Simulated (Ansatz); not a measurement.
# GeH6Sb: the cost of one run

Program: Ansatz 0.2.0. Level of theory: UKS B3LYP-D4/def2-SVP. These are calculated values, not measurements.

1 further run of the same task is left out (it didn't finish).

## (1) The structure to begin with

Bond lengths: Sb2–H4 1.710 Å, Sb2–H5 1.711 Å, Ge3–H6 1.506 Å, Ge3–H7 1.506 Å, Ge3–H8 1.508 Å. Angles: H4–Sb2–H5 87.4°, H6–Ge3–H7 107.0°, H6–Ge3–H8 106.5°, H7–Ge3–H8 106.9°.

Coordinates:

```xyz
8

H    -0.5610   -0.1009   -0.2267
Sb   -2.0264    1.4011   -1.0250
Ge    0.8886   -1.1909    0.5855
H    -1.4351    2.4232    0.2119
H    -0.7519    1.9823   -2.0068
H     0.7546   -1.2648    2.0841
H     2.2582   -0.6375    0.2937
H     0.8729   -2.6124    0.0833
```

## (2) Pulling towards end A

Springs on the bonds that form and break draw the guess towards this end; the thresholds are loose.

Input file input.yaml:

```yaml
crystal:
  periodic: [false, false, false]
  atoms:
    - { symbol: H, position_ang: [-0.561, -0.1009, -0.2267] }
    - { symbol: Sb, position_ang: [-2.0264, 1.4011, -1.025] }
    - { symbol: Ge, position_ang: [0.8886, -1.1909, 0.5855] }
    - { symbol: H, position_ang: [-1.4351, 2.4232, 0.2119] }
    - { symbol: H, position_ang: [-0.7519, 1.9823, -2.0068] }
    - { symbol: H, position_ang: [0.7546, -1.2648, 2.0841] }
    - { symbol: H, position_ang: [2.2582, -0.6375, 0.2937] }
    - { symbol: H, position_ang: [0.8729, -2.6124, 0.0833] }
magnetization:
  spin_polarized: true
  initial_magnetization: 1
basis:
  gaussian: { orbitals: def2-SVP }
hamiltonian:
  xc: b3lyp
  dispersion: d4
relax:
  f_tol: 0.15
  max_steps: 25
  restrain:
    - { distance: [0, 2], at: 2.81, k: 30.0 }
    - { distance: [1, 0], at: 1.7, k: 30.0 }
```

Command:

```console
ansatz run input.yaml --threads 2 --pin off --max-ram 3072MiB --backend cpu --events-out ev --progress --plain --runs-dir out
```

Q: Estimate wall time and peak memory on 2 threads of Intel Xeon Platinum 8488C (Sapphire Rapids), shared host.

About 22 s, with a peak of 0.3 GiB.
